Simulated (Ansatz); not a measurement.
# FGaH4O2Se: the cost of one run

Method: RHF/def2-SVP, in Ansatz 0.2.0.

**1. Starting point**

Bond lengths: Ga1–F2 2.129 Å, Ga1–O3 1.736 Å, Ga1–O4 1.739 Å, Ga1–Se6 2.825 Å, O3–H7 0.955 Å, O4–H8 0.956 Å, Se6–H9 1.441 Å. Angles: F2–Ga1–O3 111.9°, F2–Ga1–O4 103.2°, F2–Ga1–Se6 73.8°, O3–Ga1–O4 125.7°, O3–Ga1–Se6 126.2°, O4–Ga1–Se6 102.2°, Ga1–O3–H7 122.9°, Ga1–O4–H8 119.5°, Ga1–Se6–H9 87.0°.

Coordinates:

```xyz
9

Ga   -0.3552    0.0382   -0.4509
F     1.5487   -0.9004   -0.2833
O    -0.6015    0.7248   -2.0260
O    -1.4213   -1.0797    0.3479
H     1.7313   -0.2301    0.6948
Se    0.9471    1.2802    1.7272
H     0.0298    1.3085   -2.4411
H    -2.1299   -1.4900   -0.1459
H     0.2511    0.3485    2.5773
```

**2. A restrained relaxation towards end A**

Springs on the bonds that form and break draw the guess towards this end; the thresholds are loose.

Input file input.yaml:

```yaml
crystal:
  periodic: [false, false, false]
  atoms:
    - { symbol: Ga, position_ang: [-0.3552, 0.0382, -0.4509] }
    - { symbol: F, position_ang: [1.5487, -0.9004, -0.2833] }
    - { symbol: O, position_ang: [-0.6015, 0.7248, -2.026] }
    - { symbol: O, position_ang: [-1.4213, -1.0797, 0.3479] }
    - { symbol: H, position_ang: [1.7313, -0.2301, 0.6948] }
    - { symbol: Se, position_ang: [0.9471, 1.2802, 1.7272] }
    - { symbol: H, position_ang: [0.0298, 1.3085, -2.4411] }
    - { symbol: H, position_ang: [-2.1299, -1.49, -0.1459] }
    - { symbol: H, position_ang: [0.2511, 0.3485, 2.5773] }
basis:
  gaussian: { orbitals: def2-SVP }
hamiltonian:
  xc: hf
relax:
  f_tol: 0.15
  max_steps: 25
  restrain:
    - { distance: [0, 5], at: 3.72, k: 30.0 }
    - { distance: [4, 1], at: 2.18, k: 30.0 }
    - { distance: [0, 1], at: 1.79, k: 30.0 }
    - { distance: [4, 5], at: 1.51, k: 30.0 }
output:
  orbitals: {}
```

The run is started by

```console
ansatz run input.yaml --threads 2 --pin off --max-ram 3072MiB --backend cpu --events-out ev --progress --plain --runs-dir out
```

Q: Estimate wall time and peak memory on 2 threads of Arm Neoverse V2, shared host.

About 22 s, with a peak of 0.33 GiB.
